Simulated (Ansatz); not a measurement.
# C2H8BNO: up Jacob's ladder to CCSD(T)

How much do the methods differ for C2H8BNO? The plan is to run it at one geometry with functionals of several rungs and with coupled cluster. The yardstick is the atomisation energy at the CCSD(T) limit.

Computed with Ansatz 0.2.0, Gaussian basis. Level: functionals in def2-TZVPP, the program's frozen cores in correlated methods.

The runs, in order: LDA (SPW92), PBE-D4, revPBE-D4, BLYP-D4, r2SCAN-D4, B97M-V, PBE0-D4, B3LYP-D4, r2SCANh-D4, r2SCAN0-D4, HSE06-D4, BHLYP-D4, CAM-B3LYP-D4, LC-ωPBE, ωB97X-V, ωB97M-V, B2PLYP, PBE-QIDH; CCSD(T)/def2-SVP; CCSD(T)/def2-TZVPP; MP2/def2-QZVPP; extrapolation to the limit; RPA on PBE.

## (1) The relaxed structure

The geometry comes from an earlier relaxation with PBE0-D4 in a triple-zeta def2 set; it is a stationary point, not always the lowest conformer.

SMILES `CCB(N)O`, 13 atoms, charge 0, spin multiplicity 1.

Atoms are counted from 1 here; the program's logs count them from 0.

Bond lengths: C1–C2 1.527 Å, C1–H6 1.093 Å, C1–H7 1.092 Å, C1–H8 1.093 Å, C2–B3 1.578 Å, C2–H9 1.096 Å, C2–H10 1.098 Å, B3–N4 1.410 Å, B3–O5 1.376 Å, N4–H11 1.005 Å, N4–H12 1.004 Å, O5–H13 0.959 Å. Angles: C2–C1–H6 111.8°, C2–C1–H7 110.9°, C2–C1–H8 111.3°, H6–C1–H7 108.0°, H6–C1–H8 107.5°, H7–C1–H8 107.2°, C1–C2–B3 114.1°, C1–C2–H9 110.1°, C1–C2–H10 109.0°, B3–C2–H9 110.6°, B3–C2–H10 107.2°, H9–C2–H10 105.4°, C2–B3–N4 121.2°, C2–B3–O5 117.2°, N4–B3–O5 121.6°, B3–N4–H11 124.9°, B3–N4–H12 121.7°, H11–N4–H12 113.4° and more.

## (2) LDA

This LDA is Slater exchange with PW92 correlation.

Input file in.yaml:

```yaml
crystal:
  periodic: [false, false, false]
  atoms:
    - {symbol: C, position_ang: [-0.865437, 1.589279, -0.150111]}
    - {symbol: C, position_ang: [-0.188878, 0.513325, 0.695949]}
    - {symbol: B, position_ang: [0.509424, -0.623373, -0.146713]}
    - {symbol: N, position_ang: [0.398160, -1.980306, 0.221806]}
    - {symbol: O, position_ang: [1.243272, -0.232335, -1.243572]}
    - {symbol: H, position_ang: [-1.279904, 2.390664, 0.466910]}
    - {symbol: H, position_ang: [-0.157408, 2.035662, -0.850977]}
    - {symbol: H, position_ang: [-1.685355, 1.172086, -0.741228]}
    - {symbol: H, position_ang: [-0.906118, 0.083972, 1.404226]}
    - {symbol: H, position_ang: [0.588177, 0.982097, 1.314786]}
    - {symbol: H, position_ang: [0.848942, -2.743450, -0.252728]}
    - {symbol: H, position_ang: [-0.141944, -2.268817, 1.017257]}
    - {symbol: H, position_ang: [1.657467, -0.953600, -1.720803]}
basis:
  gaussian: {orbitals: def2-TZVPP}
hamiltonian: {xc: lda}
output: {orbitals: {seedname: orbitals}}
```

After this run come: PBE-D4 (GGA); revPBE-D4 (GGA); BLYP-D4 (GGA); r2SCAN-D4 (meta-GGA); B97M-V (meta-GGA); PBE0-D4 (hybrid); B3LYP-D4 (hybrid); r2SCANh-D4 (hybrid); r2SCAN0-D4 (hybrid); HSE06-D4 (hybrid); BHLYP-D4 (hybrid); CAM-B3LYP-D4 (range-separated); LC-ωPBE-D4 (range-separated); ωB97X-V (range-separated); ωB97M-V (range-separated); B2PLYP (double hybrid); PBE-QIDH (double hybrid); CCSD(T) in def2-SVP; CCSD(T) in def2-TZVPP; MP2 in def2-QZVPP; RPA on PBE orbitals.

Before running them: what should the planned runs give, taken together? Wanted: atomisation energy, CCSD(T)/CBS; farthest beyond LDA; mean size of error, GGA; mean size of error, meta-GGA; mean size of error, hybrid; mean size of error, range-separated; mean size of error, double hybrid; gap, smallest and largest; T1 diagnostic.

The runs gave:

| quantity | value |
| --- | --- |
| atomisation energy, CCSD(T)/CBS | 5195.7 kJ/mol |
| functionals within 26.0 kJ/mol (0.5 %) | revPBE-D4, BLYP-D4, r2SCAN-D4, B97M-V, PBE0-D4, B3LYP-D4, r2SCANh-D4, LC-ωPBE, ωB97X-V, PBE-QIDH |
| farthest beyond LDA | BHLYP-D4 (-121.2 kJ/mol) |
| mean size of error, GGA | 45.7 kJ/mol |
| mean size of error, meta-GGA | 14.0 kJ/mol |
| mean size of error, hybrid | 42.9 kJ/mol |
| mean size of error, range-separated | 22.9 kJ/mol |
| mean size of error, double hybrid | 27.1 kJ/mol |
| gap, smallest and largest | 5.95 eV (BLYP-D4), 13.30 eV (LC-ωPBE) |
| T1 diagnostic | 0.0106 |
| triples share of the correlation energy | 3.6 % |

LDA overbinds by 731.7 kJ/mol (14 %). PBE-D4 is off by +108.7 kJ/mol. Double hybrids carry the basis error of their MP2 part in triple zeta, and no dispersion term here, so their miss is partly the set-up's. The rungs meta-GGA, range-separated miss on average by less than the doubt on the reference (26.0 kJ/mol), so they tie. Misses under about 26.0 kJ/mol are within the doubt on the reference itself, which lacks core-valence correlation, relativity and higher excitations. Hartree-Fock recovers 74 % of the binding; the rest is correlation. CCSD(T) in def2-SVP is off by -240.1 kJ/mol, more than most functionals: a good method in a small basis is no reference. Orbital gaps span 6.0 to 13.3 eV; exact exchange widens them.
